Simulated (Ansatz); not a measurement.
# C₂H₇BOS: basis-set convergence

How large a basis does C₂H₇BOS need? Two functionals are run in growing sets.

Method: one geometry, several basis sets; program: Ansatz 0.2.0, Gaussian basis.

The runs, in order: PBE0-D4/def2-SVP; ωB97M-V/def2-SVP; PBE0-D4/def2-QZVPP; ωB97M-V/def2-QZVPP; the functionals' def2-TZVPP values are taken from earlier runs.

## Step 1: Structure used throughout

All runs share one geometry, relaxed beforehand with PBE0-D4 in a triple-zeta def2 set.

12 atoms, charge 0, spin multiplicity 1.

Atoms are counted from 1 here; the program's logs count them from 0.

Bond lengths: C1–C2 1.524 Å, C1–H6 1.092 Å, C1–H7 1.093 Å, C1–H8 1.092 Å, C2–B3 1.570 Å, C2–H9 1.098 Å, C2–H10 1.098 Å, B3–O4 1.359 Å, B3–S5 1.829 Å, O4–H11 0.960 Å, S5–H12 1.341 Å. Angles: C2–C1–H6 111.2°, C2–C1–H7 111.5°, C2–C1–H8 111.2°, H6–C1–H7 107.9°, H6–C1–H8 107.0°, H7–C1–H8 107.9°, C1–C2–B3 115.1°, C1–C2–H9 110.3°, C1–C2–H10 110.3°, B3–C2–H9 108.1°, B3–C2–H10 108.1°, H9–C2–H10 104.4°, C2–B3–O4 119.4°, C2–B3–S5 122.3°, O4–B3–S5 118.3°, B3–O4–H11 115.2°, B3–S5–H12 96.6°.

## Step 2: PBE0-D4 in def2-SVP

in.yaml reads:

```yaml
crystal:
  periodic: [false, false, false]
  atoms:
    - {symbol: C, position_ang: [-0.949501, -0.441709, 1.266850]}
    - {symbol: C, position_ang: [0.093623, 0.403479, 0.546131]}
    - {symbol: B, position_ang: [0.410794, -0.041070, -0.925680]}
    - {symbol: O, position_ang: [-0.234286, -1.114868, -1.451515]}
    - {symbol: S, position_ang: [1.627219, 0.838350, -1.970788]}
    - {symbol: H, position_ang: [-1.904938, -0.426288, 0.738430]}
    - {symbol: H, position_ang: [-1.123220, -0.081577, 2.283597]}
    - {symbol: H, position_ang: [-0.637302, -1.486120, 1.330340]}
    - {symbol: H, position_ang: [-0.217603, 1.455767, 0.524861]}
    - {symbol: H, position_ang: [1.035102, 0.408679, 1.110341]}
    - {symbol: H, position_ang: [0.006012, -1.333424, -2.355258]}
    - {symbol: H, position_ang: [1.970901, 1.763778, -1.063210]}
basis:
  gaussian: {orbitals: def2-SVP}
hamiltonian: {xc: pbe0, dispersion: d4}
output: {orbitals: {seedname: orbitals}}
```

Command:

```sh
$ ansatz run in.yaml --threads 4 --pin off --events-out ev --progress --plain --max-ram 10444MiB
```

Further steps of the session: ωB97M-V in def2-SVP; PBE0-D4 in def2-QZVPP; ωB97M-V in def2-QZVPP.

**Question.** What will the summary of the whole plan be? Wanted: PBE0-D4: double and triple zeta above quadruple; ωB97M-V: double and triple zeta above quadruple.

**Answer**, as computed:

| quantity | value |
| --- | --- |
| PBE0-D4: double and triple zeta above quadruple | 9.87, 0.61 eV |
| ωB97M-V: double and triple zeta above quadruple | 10.06, 0.58 eV |

In words: PBE0-D4 gains 9.26 eV from double to triple zeta, then 0.61 eV more. These are total energies; as a rule much of such shifts cancels in differences, which this series doesn't test. The LUMO of ωB97M-V is positive and keeps falling with the basis (2.56 to 1.23 eV): an unbound level that the basis holds in place.
